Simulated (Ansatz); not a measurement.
# C2H8HfO2: how energies converge with the basis set

An exercise on one series of results from a longer session: the logs are not shown, and one member is left open.

Method: one geometry, several basis sets; program: Ansatz 0.2.0, Gaussian basis.

Plan: PBE0-D4/def2-SVP; ωB97M-V/def2-SVP; PBE0-D4/def2-QZVPP; ωB97M-V/def2-QZVPP; the functionals' def2-TZVPP values are taken from earlier runs.

### Structure used throughout

The geometry comes from an earlier relaxation with PBE0-D4 in a triple-zeta def2 set; it is a stationary point, not always the lowest conformer. Hf takes the def2 core potential; no spin-orbit term is included.

SMILES `[CH3][Hf]([CH3])([OH])[OH]`, 13 atoms, charge 0, spin multiplicity 1.

Atoms are counted from 1 here; the program's logs count them from 0.

Bond lengths: C1–Hf2 2.229 Å, C1–H6 1.097 Å, C1–H7 1.096 Å, C1–H8 1.097 Å, Hf2–C3 2.229 Å, Hf2–O4 1.921 Å, Hf2–O5 1.921 Å, C3–H9 1.097 Å, C3–H10 1.097 Å, C3–H11 1.096 Å, O4–H12 0.951 Å, O5–H13 0.951 Å. Angles: Hf2–C1–H6 110.8°, Hf2–C1–H7 113.3°, Hf2–C1–H8 110.9°, H6–C1–H7 107.1°, H6–C1–H8 107.4°, H7–C1–H8 107.1°, C1–Hf2–C3 105.3°, C1–Hf2–O4 108.1°, C1–Hf2–O5 108.2°, C3–Hf2–O4 108.1°, C3–Hf2–O5 108.1°, O4–Hf2–O5 118.2°, Hf2–C3–H9 110.8°, Hf2–C3–H10 110.8°, Hf2–C3–H11 113.3°, H9–C3–H10 107.4°, H9–C3–H11 107.1°, H10–C3–H11 107.1° and more.

Set-up of the first run:

File in.yaml:

```yaml
crystal:
  periodic: [false, false, false]
  atoms:
    - {symbol: C, position_ang: [-1.446664, 0.665277, 1.123466]}
    - {symbol: Hf, position_ang: [-0.092976, 0.038427, -0.533285]}
    - {symbol: C, position_ang: [1.722978, -0.780755, 0.467529]}
    - {symbol: O, position_ang: [-0.943900, -1.391732, -1.492466]}
    - {symbol: O, position_ang: [0.421443, 1.608671, -1.512442]}
    - {symbol: H, position_ang: [-0.962889, 1.417306, 1.758825]}
    - {symbol: H, position_ang: [-2.389646, 1.098677, 0.771470]}
    - {symbol: H, position_ang: [-1.702322, -0.188343, 1.763176]}
    - {symbol: H, position_ang: [2.194139, -0.021054, 1.103327]}
    - {symbol: H, position_ang: [1.464257, -1.631046, 1.110312]}
    - {symbol: H, position_ang: [2.485893, -1.129640, -0.237681]}
    - {symbol: H, position_ang: [-1.337233, -1.957323, -2.148169]}
    - {symbol: H, position_ang: [0.586930, 2.271536, -2.174074]}
basis:
  gaussian: {orbitals: def2-SVP}
hamiltonian: {xc: pbe0, dispersion: d4}
output: {orbitals: {seedname: orbitals}}
```

Started as:

```sh
> ansatz run in.yaml --threads 8 --pin off --events-out ev --progress --plain --max-ram 18278MiB
```

Steps of the session up to this table: PBE0-D4 in def2-SVP; ωB97M-V in def2-SVP; PBE0-D4 in def2-QZVPP; ωB97M-V in def2-QZVPP.

One table of the session follows, with a row left open; its other results are not shown here.

It belongs to the step «Density functionals: the series». 

| functional | basis | HOMO (eV) | LUMO (eV) |
| --- | --- | --- | --- |
| PBE0-D4 | def2-SVP | -6.97 | 0.11 |
| PBE0-D4 | def2-TZVPP | ? | ? |
| PBE0-D4 | def2-QZVPP | -7.10 | -0.23 |
| ωB97M-V | def2-SVP | -9.25 | 1.41 |
| ωB97M-V | def2-TZVPP | -9.36 | 1.05 |
| ωB97M-V | def2-QZVPP | -9.39 | 0.55 |

Q: Estimate the row for PBE0-D4, def2-TZVPP from the others.

As computed: HOMO (eV): -7.07; LUMO (eV): 0.04. In the column «HOMO (eV)» it lies between PBE0-D4, def2-QZVPP (-7.10) and PBE0-D4, def2-SVP (-6.97).
